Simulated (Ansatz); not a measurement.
# Ca2Ta3O: the cost of one run

Program: Ansatz 0.2.0. Level of theory: DFT PBE, scalar-relativistic, plane waves, PAW. These are calculated values, not measurements.

3 further runs of the same task are left out: 2 that didn't finish, 1 set aside as unsound or not needed.

## (1) Starting point

Symmetry: P4mm, No. 99, tetragonal system. Conventional cell: a = 4.274 Å, b = 4.274 Å, c = 6.142 Å, α = 90.00°, β = 90.00°, γ = 90.00°. Ca (site symmetry 4mm) has 4 Ta at 2.16 Å as nearest neighbours. Ca (site symmetry 4mm) has 1 O at 2.07 Å and 4 Ta at 2.15 Å as nearest neighbours. Ta (site symmetry 2mm) has 4 Ca at 2.15 to 2.16 Å as nearest neighbours. Ta (site symmetry 4mm) has 1 O at 1.49 Å as nearest neighbours. O (site symmetry 4mm) has 1 Ta at 1.49 Å and 1 Ca at 2.07 Å as nearest neighbours.

Coordinates:

```cif
data_structure
_symmetry_space_group_name_H-M 'P 1'
_symmetry_Int_Tables_number 1
_cell_length_a 4.2739
_cell_length_b 4.2739
_cell_length_c 6.1416
_cell_angle_alpha 90.000
_cell_angle_beta 90.000
_cell_angle_gamma 90.000
_cell_volume 112.19
loop_
_atom_site_label
_atom_site_type_symbol
_atom_site_fract_x
_atom_site_fract_y
_atom_site_fract_z
_atom_site_occupancy
Ca1 Ca 0.50000 0.50000 0.61540 1
Ca2 Ca 0.00000 0.00000 0.60654 1
Ta1 Ta 0.00000 0.50000 0.56148 1
Ta2 Ta 0.50000 0.00000 0.56148 1
Ta3 Ta 0.00000 0.00000 0.02575 1
O1 O 0.00000 0.00000 0.26871 1
```

A structure generator made this guess: random cell by space group and Wyckoff sites (P4mm, No. 99). The dimensions are guesses.

## (2) The guess as it stands, on a coarse mesh

input.yaml

```yaml
crystal:
  lattice:
    - [4.27394839, 0.0, 0.0]
    - [0.0, 4.27394839, 0.0]
    - [0.0, 0.0, 6.14156782]
  atoms:
    - { symbol: Ca, position: [0.5, 0.5, 0.61539603] }
    - { symbol: Ca, position: [0.0, 0.0, 0.60654231] }
    - { symbol: Ta, position: [0.0, 0.5, 0.56148097] }
    - { symbol: Ta, position: [0.5, 0.0, 0.56148097] }
    - { symbol: Ta, position: [0.0, 0.0, 0.025752] }
    - { symbol: O, position: [0.0, 0.0, 0.26870593] }
basis:
  ecutwfc: 420
kpoints:
  mp_grid: { grid: [4, 4, 4] }
hamiltonian:
  xc: pbe
scf:
  occupations: { method: gaussian, width: 0.1 }
  lower_state_search: "off"
output:
  forces: true
  stress: true
  eigenvalues: true
```

Run with:

```bash
$ ansatz run input.yaml --threads 1 --pin off --max-ram 2560MiB --backend cpu --events-out ev --progress --plain --runs-dir out
```

Q: Estimate wall time and peak memory on 1 thread of Intel Xeon 6975P-C (Granite Rapids), shared host.

About 4 s, with a peak of 0.38 GiB.
